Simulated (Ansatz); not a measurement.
# RPA@PBE/def2-SVPD (core potential) run of SnH2Cl2 (SMILES [Cl][SnH2][Cl])

Aim: the electronic atomisation energy of SnH2Cl2 at RPA@PBE/def2-SVPD (core potential), from 4 runs. 

Program for the calculation: Ansatz 0.2.0.

54 further runs of the same task are left out: 54 set aside as unsound or not needed.

### 1 Starting point

SnH2Cl2 has 5 atoms, charge 0, and is taken as a singlet. SMILES: `[Cl][SnH2][Cl]`. Geometry: relaxed at PBE0-D4/def2-TZVP.

Bond lengths: Cl1–Sn2 2.316 Å, Sn2–Cl3 2.316 Å, Sn2–H4 1.695 Å, Sn2–H5 1.695 Å. Angles: Cl1–Sn2–Cl3 106.5°, Cl1–Sn2–H4 107.8°, Cl1–Sn2–H5 107.8°, Cl3–Sn2–H4 107.8°, Cl3–Sn2–H5 107.8°, H4–Sn2–H5 118.6°.

### 2 A single-point energy at RPA@PBE/def2-SVPD (core potential)

job.yaml reads:

```yaml
crystal:
  periodic: [false, false, false]
  atoms:
    - {symbol: Cl, position_ang: [-1.795300, -0.326200, 1.206500]}
    - {symbol: Sn, position_ang: [0.192400, -0.102900, 0.038600]}
    - {symbol: Cl, position_ang: [-0.250400, 1.295500, -1.753900]}
    - {symbol: H, position_ang: [0.602200, -1.626300, -0.582100]}
    - {symbol: H, position_ang: [1.301000, 0.686300, 1.049400]}
basis:
  gaussian:
    orbitals: def2-SVPD
correlation:
  method: rpa
  frozen_orbitals: {Cl: 5, H: 0, Sn: 4}
accuracy: high
hamiltonian:
  xc: pbe
```

Launch:

```bash
$ ansatz run job.yaml --threads 1 --pin off --max-ram 3480MiB --events-out events.jsonl --progress --plain --runs-dir runs
```

Standard output:

```text
Warning: RAYON_NUM_THREADS=1 ignored (pool sized by the plan → 1); use --threads N
Functional definition: PBE
  name "PBE"
  parameter kappa = 0.804
  parameter beta = 0.06672455060314922
  exchange = pbe_x(kappa = kappa, mu = beta*pi^2/3)
  correlation = pbe_c(beta = beta)
2112 factors; integrals over basis functions are off by at most 3.7e-9 eV
mean field evaluation 1: about -30891.8668 eV, gradient 2.2e1 eV
mean field evaluation 2: about -30891.8686 eV, gradient 2.2e1 eV
mean field evaluation 4: about -30893.0906 eV, gradient 4.8e0 eV
mean field evaluation 8: about -30893.1807 eV, gradient 5.5e-2 eV
mean field evaluation 16: about -30893.1807 eV, gradient 6.9e-6 eV
mean field -30893.18067768 eV, -1135.3034497546 hartree, gradient 6.1e-8 eV, S^2 0.000000; 0 other end points of the search recorded, 0 dependent functions left out
14 core orbitals not correlated: weight in the atoms' cores, before any rotation towards them, 1.000 or more for the frozen orbitals, at most 0.000 for the correlated occupied ones
reference -30837.96611523 eV, -1133.2743520106 hartree; 15, 15 occupied and 73, 73 virtual orbitals, 2112 factors
Total energy: -30856.58046921 eV, -1133.9584169021 hartree
```

It took 13 s on 1 thread of Arm Neoverse V2, shared host; peak memory 0.47 GiB.

### 3 The Cl atom

in.yaml reads:

```yaml
basis:
  gaussian:
    orbitals: def2-SVPD
crystal:
  periodic: [false, false, false]
  atoms:
    - symbol: Cl
      position_ang: [0.000000, 0.000000, 0.000000]
magnetization:
  spin_polarized: true
  initial_magnetization: 1
accuracy: high
correlation:
  method: rpa
  frozen_orbitals: {Cl: 5}
hamiltonian:
  xc: pbe
```

Run the same way, it converges to -459.53979 Eh (log not shown).

### 4 The H atom

job.yaml reads:

```yaml
crystal:
  periodic: [false, false, false]
  atoms:
    - symbol: H
      position_ang: [0.000000, 0.000000, 0.000000]
basis:
  gaussian:
    orbitals: def2-SVPD
magnetization:
  spin_polarized: true
  initial_magnetization: 1
hamiltonian:
  xc: {name: PBE}
correlation:
  method: rpa
  frozen_orbitals: {H: 0}
accuracy: high
```

Launch:

```bash
$ ansatz run job.yaml --threads 1 --pin off --max-ram 3480MiB --events-out events.jsonl --progress --plain --runs-dir runs
```

Standard output, shortened:

```text
Warning: RAYON_NUM_THREADS=1 ignored (pool sized by the plan → 1); use --threads N
[... 6 set-up lines as earlier in the session ...]
33 factors; integrals over basis functions are off by at most 2.1e-9 eV
mean field evaluation 1: about -13.5664 eV, gradient 4.0e-1 eV
mean field evaluation 2: about -13.5663 eV, gradient 4.0e-1 eV
mean field evaluation 4: about -13.5684 eV, gradient 5.2e-6 eV
mean field evaluation 8: about -13.5684 eV, gradient 2.3e-8 eV
mean field -13.56839668 eV, -0.4986293811 hartree, gradient 2.3e-8 eV, S^2 0.750000; 0 other end points of the search recorded, 0 dependent functions left out
reference -13.58562489 eV, -0.4992625061 hartree; 1, 0 occupied and 7, 8 virtual orbitals, 33 factors
Total energy: -14.00403937 eV, -0.5146389545 hartree
```

It took 0.1 s on 1 thread of Arm Neoverse V2, shared host.

### 5 The Sn atom, same level

input.yaml reads:

```yaml
crystal:
  periodic: [false, false, false]
  atoms:
    - {symbol: Sn, position_ang: [0.000000, 0.000000, 0.000000]}
basis:
  gaussian: {orbitals: def2-SVPD}
magnetization: {spin_polarized: true, initial_magnetization: 2}
hamiltonian: {xc: {name: PBE}}
accuracy: high
correlation: {method: rpa, frozen_orbitals: {Sn: 4}}
```

Run the same way, it converges to -213.45498 Eh (log not shown).

### 6 Outcome

Level: RPA@PBE/def2-SVPD (core potential), 14 core orbitals frozen.

| quantity | value |
| --- | --- |
| molecule: total energy | -1133.95842 Eh |
| molecule: RPA correlation energy (valence) | -684.1 mEh |
| Cl atom: total energy | -459.53979 Eh |
| Cl atom: RPA correlation energy (valence) | -219.6 mEh |
| Cl atom: ⟨S²⟩ of the reference determinant | 0.752 |
| H atom: total energy | -0.51464 Eh |
| H atom: RPA correlation energy | -15.4 mEh |
| H atom: ⟨S²⟩ of the reference determinant | 0.750 |
| Sn atom: total energy | -213.45498 Eh |
| Sn atom: RPA correlation energy (valence) | -128.0 mEh |
| Sn atom: ⟨S²⟩ of the reference determinant | 2.002 |
| electronic atomisation energy | 10.737 eV |

Taking the molecule apart into free atoms costs 10.74 eV (1036 kJ/mol), before zero-point energy and without spin-orbit coupling.
